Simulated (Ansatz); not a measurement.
What does this script print? It uses Ansatz 0.2.0 through its Python package.

Input file `b2h6sesi.xyz`:
```text
10

B    -0.73720    1.51730    0.25670
Si    0.67590    0.67710   -0.67240
Se    1.59000   -0.87790    0.68800
B     0.06390   -2.03560    0.55420
H    -1.70470    0.92290    0.61040
H    -0.75200    2.74450    0.42460
H     1.71910    1.68410   -1.03150
H     0.21780    0.04590   -1.89820
H    -0.08610   -2.82800   -0.26630
H    -0.90370   -1.90140    1.33750
```

`b2h6sesi.py`
```python
"""Cost of removing each kind of hydrogen from B2H6SeSi, fragments frozen."""

import ansatz as az

BASIS_SET = "def2-SVP"
FUNCTIONAL = "r2scan"


def total_energy(molecule, charge=0, unpaired=0):
    calc = (
        molecule.calculation()
        .basis(gaussian=BASIS_SET)
        .functional(FUNCTIONAL)
    )
    if charge:
        calc = calc.charge(charge)
    if unpaired:
        calc = calc.spin("collinear", total=unpaired)
    return calc.run().report["free_energy_ev"]

def without(molecule, index):
    rest = az.Crystal.molecule()
    for i, site in enumerate(molecule.cartesian_sites):
        if i != index:
            rest = rest.atom(site.symbol, site.position_ang)
    return rest

molecule = az.Crystal.molecule_from_extxyz("b2h6sesi.xyz")

whole = total_energy(molecule, 0)
hydrogen = total_energy(az.Crystal.molecule().atom("H", (0, 0, 0)), 0, 1)
print(f"E(molecule) = {whole:.5f} eV, E(H) = {hydrogen:.5f} eV")
for index in [5, 7, 9]:
    radical = total_energy(without(molecule, index), 0, 1)
    print(f"H{index}: homolysis {23.060548 * (radical + hydrogen - whole):.1f} kcal/mol")
```

Running `python b2h6sesi.py` prints:
```text
E(molecule) = -74662.66205 eV, E(H) = -13.58417 eV
H5: homolysis 101.3 kcal/mol
H7: homolysis 78.9 kcal/mol
H9: homolysis 99.8 kcal/mol
```

What to keep in mind:
- Total energies depend on the basis set; only differences at equal settings carry meaning.
- The geometry is a force-field or estimated start, not a minimum of this method, and the basis set is short of its limit. All parts are taken at fixed geometry, without zero-point energy.
- The spin-orbit lowering of heavy atoms is left out.
- Wall time of the script: 63 s on 1 thread of Arm Neoverse V1 (shared host), peak memory 0.34 GiB.
